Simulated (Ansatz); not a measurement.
# CCSD/ANO-RCC-MB (sfX2C, nuclear model gaussian) run of SnH4Se (SMILES [SeH][SnH3])

What is the vertical electron affinity of SnH4Se at CCSD/ANO-RCC-MB (sfX2C, nuclear model gaussian)? 

The results are computed with Ansatz 0.2.0.

5 further runs of the same task are left out: 2 that didn't finish, 3 set aside as unsound or not needed.

### 1 Starting point

The species is SnH4Se (6 atoms), meant as a singlet with charge 0. As SMILES, `[SeH][SnH3]`. Geometry: relaxed at PBE0-D4/def2-TZVP.

Bond lengths: Se1–Sn2 2.533 Å, Se1–H3 1.469 Å, Sn2–H4 1.702 Å, Sn2–H5 1.705 Å, Sn2–H6 1.705 Å. Angles: Se1–Sn2–H4 104.9°, Se1–Sn2–H5 109.7°, Se1–Sn2–H6 109.7°, Sn2–Se1–H3 92.3°, H4–Sn2–H5 111.1°, H4–Sn2–H6 111.1°, H5–Sn2–H6 110.1°.

### 2 Energy and gradient at CCSD/ANO-RCC-MB (sfX2C, nuclear model gaussian)

File job.yaml:

```yaml
crystal:
  periodic: [false, false, false]
  atoms:
    - {symbol: Se, position_ang: [1.631400, 1.070800, 0.151200]}
    - {symbol: Sn, position_ang: [-0.286500, -0.567600, -0.080700]}
    - {symbol: H, position_ang: [0.716700, 2.213200, 0.276700]}
    - {symbol: H, position_ang: [0.455800, -2.088500, -0.261200]}
    - {symbol: H, position_ang: [-1.218300, -0.171700, -1.452800]}
    - {symbol: H, position_ang: [-1.256900, -0.520000, 1.320600]}
basis:
  gaussian: {orbitals: ANO-RCC-MB.json, nuclear_model: gaussian}
correlation: {method: ccsd}
accuracy: high
output: {forces: true, orbitals: {seedname: orbitals}}
```

The basis set ANO-RCC-MB is read from a file made from the Basis Set Exchange's data (not shown).

Launch:

```sh
ansatz run job.yaml --threads 1 --pin off --max-ram 2610MiB --events-out events.jsonl --progress --plain --runs-dir runs
```

The log of the run, shortened:

```text
Warning: RAYON_NUM_THREADS=1 ignored (pool sized by the plan → 1); use --threads N
Functional definition: HF
  name "HF"
[...]
1038 factors; integrals over basis functions are off by at most 4.1e-9 eV
[...]
mean field -234122.25863029 eV, -8603.8343108964 hartree, gradient 5.0e-9 eV, S^2 0.000000; 0 other end points of the search recorded, 0 dependent functions left out
27 core orbitals not correlated: weight in the atoms' cores, before any rotation towards them, 1.000 or more for the frozen orbitals, at most 0.000 for the correlated occupied ones
reference -234122.25863029 eV, -8603.8343108964 hartree; 17, 17 occupied and 5, 5 virtual orbitals, 1038 factors
second order -1.57634311 eV of doubles, -0.00000000 eV of singles
cycle   1  -2.05922909 eV  change   -4.8e-1 eV  update   6.9e-2
[...]
cycle  17  -2.33752744 eV  change   3.2e-10 eV  update   3.3e-9
[...]
Total energy: -234124.59615773 eV, -8603.9202134455 hartree
Relativity: scalar
Atom 0 at     1.631400     1.070800     0.151200 Å, force     3.353381    -0.575483    -0.016818 eV/Å
Atom 1 at    -0.286500    -0.567600    -0.080700 Å, force    -0.747989    -0.644528    -0.091096 eV/Å
Atom 2 at     0.716700     2.213200     0.276700 Å, force    -1.582424     2.199914     0.244749 eV/Å
Atom 3 at     0.455800    -2.088500    -0.261200 Å, force     0.566113    -1.272461    -0.151769 eV/Å
Atom 4 at    -1.218300    -0.171700    -1.452800 Å, force    -0.778953     0.285832    -1.105002 eV/Å
Atom 5 at    -1.256900    -0.520000     1.320600 Å, force    -0.810129     0.006726     1.119935 eV/Å
Dipole moment:    -0.304603    -0.059690    -0.012263 e Å
```

It took 42 s on 1 thread of Arm Neoverse V1, shared host.

### 3 The doublet anion

job.yaml: that of step 2 with these lines changed.

```diff
@@ -11,2 +11,4 @@
   gaussian: {orbitals: ANO-RCC-MB.json, nuclear_model: gaussian}
+total_charge: -1
+magnetization: {spin_polarized: true, initial_magnetization: 1}
 correlation: {method: ccsd}
```

The basis set ANO-RCC-MB is read from a file made from the Basis Set Exchange's data (not shown).

Launch:

```sh
ansatz run job.yaml --threads 1 --pin off --max-ram 2610MiB --events-out events.jsonl --progress --plain --runs-dir runs
```

The log of the run, shortened:

```text
Warning: RAYON_NUM_THREADS=1 ignored (pool sized by the plan → 1); use --threads N
Functional definition: HF
  name "HF"
[...]
1039 factors; integrals over basis functions are off by at most 4.1e-9 eV
[...]
mean field -234120.67421473 eV, -8603.7760846986 hartree, gradient 1.0e-8 eV, S^2 0.753641; 0 other end points of the search recorded, 0 dependent functions left out
27 core orbitals not correlated: weight in the atoms' cores, before any rotation towards them, 1.000 or more for the frozen orbitals, at most 0.000 for the correlated occupied ones
reference -234120.67421473 eV, -8603.7760846986 hartree; 18, 17 occupied and 4, 5 virtual orbitals, 1039 factors
second order -1.35304246 eV of doubles, -0.00000000 eV of singles
cycle   1  -1.78835961 eV  change   -4.4e-1 eV  update   6.3e-2
[...]
cycle  21  -2.04212681 eV  change   -1.2e-9 eV  update   3.2e-9
[...]
Total energy: -234122.71634154 eV, -8603.8511314747 hartree
Relativity: scalar
Atom 0 at     1.631400     1.070800     0.151200 Å, force     6.815449     2.641242     0.432287 eV/Å
Atom 1 at    -0.286500    -0.567600    -0.080700 Å, force    -3.059726    -2.145706    -0.310599 eV/Å
Atom 2 at     0.716700     2.213200     0.276700 Å, force    -1.352781     1.795018     0.198807 eV/Å
Atom 3 at     0.455800    -2.088500    -0.261200 Å, force     0.151206    -1.438839    -0.178423 eV/Å
Atom 4 at    -1.218300    -0.171700    -1.452800 Å, force    -1.262343    -0.296797    -1.097675 eV/Å
Atom 5 at    -1.256900    -0.520000     1.320600 Å, force    -1.291805    -0.554918     0.955602 eV/Å
Dipole moment:    -0.249933    -0.136649    -0.021000 e Å
```

Run time: 47 s. Hardware: 1 thread of Arm Neoverse V1, shared host.

### 4 Summary of results

Level: CCSD/ANO-RCC-MB (sfX2C, nuclear model gaussian), 27 core orbitals frozen.

```
                                                                 quantity           value
                                             singlet SnH4Se: total energy  -8603.92021 Eh
                       singlet SnH4Se: dipole moment (correlated density)          1.49 D
                      singlet SnH4Se: HOMO energy (Hartree–Fock orbitals)       -10.31 eV
                      singlet SnH4Se: LUMO energy (Hartree–Fock orbitals)         1.80 eV
                    singlet SnH4Se: HOMO–LUMO gap (Hartree–Fock orbitals)        12.11 eV
             singlet SnH4Se: correlation energy (27 core orbitals frozen)       -85.9 mEh
                                            singlet SnH4Se: T1 diagnostic           0.004
                                 singlet SnH4Se: largest force on an atom      3.402 eV/Å
                                              doublet anion: total energy  -8603.85113 Eh
doublet anion: HOMO energy (Hartree–Fock orbitals) (highest over α and β)         1.38 eV
 doublet anion: LUMO energy (Hartree–Fock orbitals) (lowest over α and β)         9.61 eV
              doublet anion: correlation energy (27 core orbitals frozen)       -75.0 mEh
                         doublet anion: ⟨S²⟩ of the reference determinant           0.754
                                             doublet anion: T1 diagnostic           0.004
                                  doublet anion: largest force on an atom      7.322 eV/Å
                        vertical electron affinity (to the doublet anion)       -1.880 eV
```

The anion lies 1.88 eV (43 kcal/mol) above the neutral: the electron isn't bound at this level, and such a value depends on the basis. Without diffuse functions anions come out too high. The largest force (singlet SnH4Se) is 3.40 eV/Å: the shape isn't a stationary point for this species at this level. In a minimal basis such a difference can be off by several eV, whatever the method. Mulliken charges (singlet SnH4Se) run from -0.28 on Se1 to +0.36 on Sn2; they depend strongly on the basis. Mulliken charges (doublet anion) run from -0.52 on Se1 to -0.02 on H3; they depend strongly on the basis. The HOMO (doublet anion) lies at positive energy, 1.38 eV: the electron is unbound at this level or held by a compact basis; values depend on the basis.
